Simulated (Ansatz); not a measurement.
# GaH4N: the cost of one run

Program: Ansatz 0.2.0. Level of theory: RKS PBE-D4/def2-TZVP. These are calculated values, not measurements.

**1. The structure to begin with**

Bond lengths: Ga1–N2 1.930 Å, N2–H3 1.060 Å, N2–H4 1.060 Å, Ga1–H5 1.570 Å, Ga1–H6 1.570 Å. Angles: Ga1–N2–H3 120.0°, Ga1–N2–H4 120.0°, H3–N2–H4 120.0°, N2–Ga1–H5 120.0°, N2–Ga1–H6 120.0°, H5–Ga1–H6 120.0°.

As a file:

```xyz
6

Ga    0.0000    0.0000    0.0000
N     0.0000    0.0000    1.9300
H    -0.8770   -0.2713    2.4600
H     0.8770    0.2713    2.4600
H     1.3596    0.0000   -0.7850
H    -1.3596    0.0000   -0.7850
```

**2. Preparing the start**

File input.yaml:

```yaml
crystal:
  periodic: [false, false, false]
  atoms:
    - { symbol: Ga, position_ang: [0.0, 0.0, 0.0] }
    - { symbol: "N", position_ang: [0.0, 0.0, 1.93] }
    - { symbol: H, position_ang: [-0.877, -0.2713, 2.46] }
    - { symbol: H, position_ang: [0.877, 0.2713, 2.46] }
    - { symbol: H, position_ang: [1.3596, 0.0, -0.785] }
    - { symbol: H, position_ang: [-1.3596, 0.0, -0.785] }
basis:
  gaussian: { orbitals: def2-TZVP }
hamiltonian:
  xc: pbe
  dispersion: d4
relax:
  f_tol: 0.02
  max_steps: 40
```

The run is started by

```
$ ansatz run input.yaml --threads 4 --pin off --max-ram 5120MiB --backend cpu --events-out ev --progress --plain --runs-dir out
```

What time and memory should one allow on 4 threads of Arm Neoverse V2, shared host?

About 3.9 s, with a peak of 0.15 GiB.
